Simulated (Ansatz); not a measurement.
# AlGe (quartet): B3LYP, wB97M-V over a scan of the distance Ge1–Al2, cc-pVDZ

Aim: run AlGe (quartet) with these functionals over a scan of the distance Ge1–Al2, and hold them against the top wave-function level at the same points.

The runs use Ansatz 0.2.0, Gaussian basis; cc-pVDZ, all electrons in the functionals.

Plan: B3LYP, wB97M-V, at 1.996 Å; 2.169 Å; 2.467 Å; 2.723 Å; 3.005 Å; 3.420 Å; 3.955 Å; 4.594 Å; 5.519 Å; 6.732 Å; 8.507 Å.

15 further runs of the same task are left out: 13 that didn't finish, 2 set aside as unsound or not needed.

## Step 1: What is computed

The geometry derives from a PBE0/def2-TZVP stationary point (not a proven minimum). One bond is set to the value named and the two fragments are kept rigid. No spin-orbit coupling is included. The filled d shell of Ge may be among the frozen orbitals whatever the setting's name suggests; the logs give the count.

2 atoms, charge 0, spin multiplicity 4.

Atoms are counted from 1 here; the program's logs count them from 0.

Bond lengths: Ge1–Al2 2.467 Å.

Geometry (Å):

```xyz
2
charge 0, multiplicity 4
Ge    0.0000    0.0000    0.0000
Al    0.0000    0.0000    2.4669
```

No dispersion term is added; wB97M-V holds VV10 nonlocal correlation. B3LYP takes the VWN-RPA correlation.

The geometry shown and the zero of energy belong to the point 2.467 Å. The yardstick, FCI, and other wave-function levels (R restricted, U unrestricted, valence and pair active spaces) come from earlier runs.

## Step 2: B3LYP, 1.996 Å

in.yaml

```yaml
crystal:
  periodic: [false, false, false]
  atoms:
    - {symbol: Ge, position_ang: [0.000000, 0.000000, 0.000000]}
    - {symbol: Al, position_ang: [0.000000, 0.000000, 1.996000]}
basis:
  gaussian: {orbitals: cc-pVDZ}
magnetization: {spin_polarized: true, initial_magnetization: 3}
hamiltonian: {xc: {name: B3LYP}}
```

Started as:

```bash
ansatz run in.yaml --threads 1 --pin off --events-out ev --progress --plain --max-ram 2393MiB
```

Further steps of the session: B3LYP, 2.169 Å; B3LYP, 2.467 Å; B3LYP, 2.723 Å; B3LYP, 3.005 Å; B3LYP, 3.420 Å; B3LYP, 3.955 Å; B3LYP, 4.594 Å; B3LYP, 5.519 Å; B3LYP, 6.732 Å; B3LYP, 8.507 Å; wB97M-V, 1.996 Å; wB97M-V, 2.169 Å; wB97M-V, 2.467 Å; wB97M-V, 2.723 Å; wB97M-V, 3.005 Å; wB97M-V, 3.420 Å; wB97M-V, 3.955 Å; wB97M-V, 4.594 Å; wB97M-V, 5.519 Å; wB97M-V, 6.732 Å; wB97M-V, 8.507 Å.

Q: Predict the results of all the runs planned. Wanted: span of the FCI curve; largest miss, B3LYP; largest miss, wB97M-V.

As calculated:

```
             quantity                   value
span of the FCI curve            204.9 kJ/mol
  largest miss, B3LYP  -19.9 kJ/mol (1.996 Å)
largest miss, wB97M-V  -23.0 kJ/mol (1.996 Å)
```

What this shows: Of the functionals, B3LYP keep the smallest largest miss at the points compared (at most 19.9 kJ/mol) and wB97M-V strays most (23.0 kJ/mol, at 1.996 Å). Functionals and the yardstick converge differently with the basis, so part of each miss in cc-pVDZ is the basis.
